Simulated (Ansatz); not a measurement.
# ZnSeS: what a guessed cell relaxes into

Aim: relax a trial structure of ZnSeS and see where it ends.

Method: DFT PBE, scalar-relativistic, plane waves, PAW, in Ansatz 0.2.0.

### Step 1. The starting structure

It takes space group Pmmm (No. 47, orthorhombic). Conventional cell: a = 3.881 Å, b = 3.919 Å, c = 4.040 Å, α = 90.00°, β = 90.00°, γ = 90.00°. Zn (site symmetry mmm) is surrounded by 4 Se at 2.76 Å. Se (site symmetry mmm) has 2 S at 2.02 Å and 4 Zn at 2.76 Å in its first shell of neighbours. Around S (site symmetry mmm) lie 2 Se at 2.02 Å.

Coordinates:

```cif
data_structure
_symmetry_space_group_name_H-M 'Pmmm'
_symmetry_Int_Tables_number 47
_cell_length_a 3.8814
_cell_length_b 3.9187
_cell_length_c 4.0395
_cell_angle_alpha 90.000
_cell_angle_beta 90.000
_cell_angle_gamma 90.000
_cell_volume 61.44
loop_
_atom_site_label
_atom_site_type_symbol
_atom_site_symmetry_multiplicity
_atom_site_Wyckoff_symbol
_atom_site_fract_x
_atom_site_fract_y
_atom_site_fract_z
_atom_site_occupancy
Zn1 Zn 1 a 0.00000 0.00000 0.00000 1
Se1 Se 1 f 0.50000 0.50000 0.00000 1
S1 S 1 h 0.50000 0.50000 0.50000 1
```

The cell is invented: species swapped into a database cell of TmCoC (Pmmm, No. 47), with Zn on the Tm sites, S on the Co sites and Se on the C sites. Its size is a rough estimate.

### Step 2. The guess as it stands, on a coarse mesh

input.yaml reads:

```yaml
crystal:
  lattice:
    - [3.88144281, 0.0, 0.0]
    - [0.0, 3.91874645, 0.0]
    - [0.0, 0.0, 4.03951618]
  atoms:
    - { symbol: Zn, position: [0.0, 0.0, 0.0] }
    - { symbol: Se, position: [0.5, 0.5, 0.0] }
    - { symbol: S, position: [0.5, 0.5, 0.5] }
basis:
  ecutwfc: 420
kpoints:
  mp_grid: { grid: [4, 4, 4] }
hamiltonian:
  xc: pbe
scf:
  occupations: { method: gaussian, width: 0.1 }
  lower_state_search: "off"
output:
  forces: true
  stress: true
  eigenvalues: true
```

Started as:

```sh
$ ansatz run input.yaml --threads 1 --pin off --max-ram 2560MiB --backend cpu --events-out ev --progress --plain --runs-dir out
```

Further runs follow: rough relaxation on the coarse mesh; relaxation on the finer mesh.

What does the calculation give? Wanted: conventional cell; volume; energy over the elements; gap on the mesh.

The runs gave:

```
                              quantity                                                                      value
symmetry at the end (tolerance 0.05 Å)                                               space group P4/mmm (No. 123)
                     conventional cell  a = 3.685 Å, b = 3.685 Å, c = 4.963 Å, α = 90.00°, β = 90.00°, γ = 90.00°
                                volume                                                              22.46 Å³/atom
              energy over the elements                                                              +0.24 eV/atom
                       gap on the mesh                                                               none (metal)
```

The symmetry goes from space group Pmmm (No. 47) to space group P4/mmm (No. 123), and the volume per atom grows by 9.7 % from the first guess. The formation energy is positive, so the separate elements lie lower. No finished test with a distortion of lower symmetry is shown, so the end may be a saddle point. The final runs have no spin polarisation, so a magnetic state may lie lower.
